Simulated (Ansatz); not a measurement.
# GaLiH (quartet): from Hartree-Fock to the top rungs at angle Li2–Ga1–H3 = 123.6°, cc-pVDZ

How much of the correlation energy of GaLiH (quartet) does each wave-function method recover here?

The runs use Ansatz 0.2.0, Gaussian basis; cc-pVDZ, core rule «outside noble gas», up to 15 orbitals frozen.

To be run: UHF; CCSD(T) on ROHF; CCSD(T) on UHF; BCCD(T) on ROHF; CISD as a restricted active space (open shells left free, so some higher excitations enter); CCSDT(Q) on ROHF; CCSDT(Q) on UHF; CASSCF and MRCISD+Q, 5 electrons in 5 orbitals; CASSCF and NEVPT2, 5 electrons in 5 orbitals; Full CI.

26 further runs of the same task are left out: 14 for a known fault of the program, 8 that didn't finish, 4 set aside as unsound or not needed. Runs told in other sessions of the task aren't counted.

## Step 1: What is computed

The geometry derives from a PBE0/def2-TZVP stationary point (not a proven minimum). One angle is set to the value named; bond lengths are kept. No spin-orbit coupling is included. The filled d shell of Ga may be among the frozen orbitals whatever the setting's name suggests.

3 atoms, charge 0, spin multiplicity 4.

Atoms are counted from 1 here; the program's logs count them from 0.

Bond lengths: Ga1–Li2 2.347 Å, Ga1–H3 1.565 Å. Angles: Li2–Ga1–H3 123.6°.

Coordinates:

```
Ga   -0.1087    0.0000    0.1670
Li    1.0005    0.0000   -1.9016
H     0.6309    0.0000    1.5463
```

## Step 2: UHF

Contents of in.yaml:

```yaml
crystal:
  periodic: [false, false, false]
  atoms:
    - {symbol: Ga, position_ang: [-0.108716, 0.000000, 0.166957]}
    - {symbol: Li, position_ang: [1.000455, 0.000000, -1.901639]}
    - {symbol: H, position_ang: [0.630873, 0.000000, 1.546285]}
basis:
  gaussian: {orbitals: cc-pVDZ}
magnetization: {spin_polarized: true, initial_magnetization: 3}
hamiltonian: {xc: hf}
output: {orbitals: {seedname: orbitals}}
```

Command:

```
$ ansatz run in.yaml --threads 1 --pin off --events-out ev --progress --plain --max-ram 2393MiB
```

The runs that follow: CCSD(T) on ROHF; CCSD(T) on UHF; BCCD(T) on ROHF; CISD as a restricted active space (open shells left free, so some higher excitations enter); CCSDT(Q) on ROHF; CCSDT(Q) on UHF; CASSCF and MRCISD+Q, 5 electrons in 5 orbitals; CASSCF and NEVPT2, 5 electrons in 5 orbitals; Full CI.

Q: Predict the results of all the runs planned. Wanted: FCI from the RHF energy; RMP2 from FCI; UMP2 from FCI; RCCSD from FCI; RCCSD(T) from FCI; UCCSD(T) from FCI; RCCSDT(Q) from FCI; UCCSDT(Q) from FCI; NEVPT2 pair from FCI.

As calculated:

| quantity | value |
| --- | --- |
| FCI from the ROHF energy | -1.7137 eV |
| RMP2 from FCI | +11.72 kcal/mol |
| UMP2 from FCI | +11.12 kcal/mol |
| RCCSD from FCI | +1.40 kcal/mol |
| RCCSD(T) from FCI | +0.38 kcal/mol |
| UCCSD(T) from FCI | -0.04 kcal/mol |
| RCCSDT(Q) from FCI | -0.03 kcal/mol |
| UCCSDT(Q) from FCI | -0.45 kcal/mol |
| NEVPT2 pair from FCI | +10.18 kcal/mol |
| MRCISD+Q pair from FCI | +0.24 kcal/mol |
| levels within 1 kcal/mol (43 meV) | UCCSD, RCCSD(T), UCCSD(T), BCCD(T), RCCSDT, UCCSDT, RCCSDT(Q), UCCSDT(Q), MRCISD+Q pair |
| T1 diagnostic | 0.035 |
| effectively unpaired electrons | 3.02 |

What this shows: RCCSD(T) misses by +0.38 kcal/mol, 1.0 % of the correlation energy. UCCSDT, UCCSDT(Q) fall below full CI: unrestricted runs freeze a spin-polarised core, another one than full CI's, and coupled cluster isn't variational. One determinant dominates. Of the multireference levels listed MRCISD+Q pair comes nearest in total energy (+0.24 kcal/mol), which doesn't show that its space is the better one. These misses are within one basis, not against nature; the frozen cores of restricted and unrestricted runs differ, which can shift their rows.

Levels on UHF freeze UHF's core orbitals, full CI those of ROHF, so the U rows can settle a little off it for that reason alone.

With open shells the CI space here admits some higher excitations, so it is larger than plain CISD.
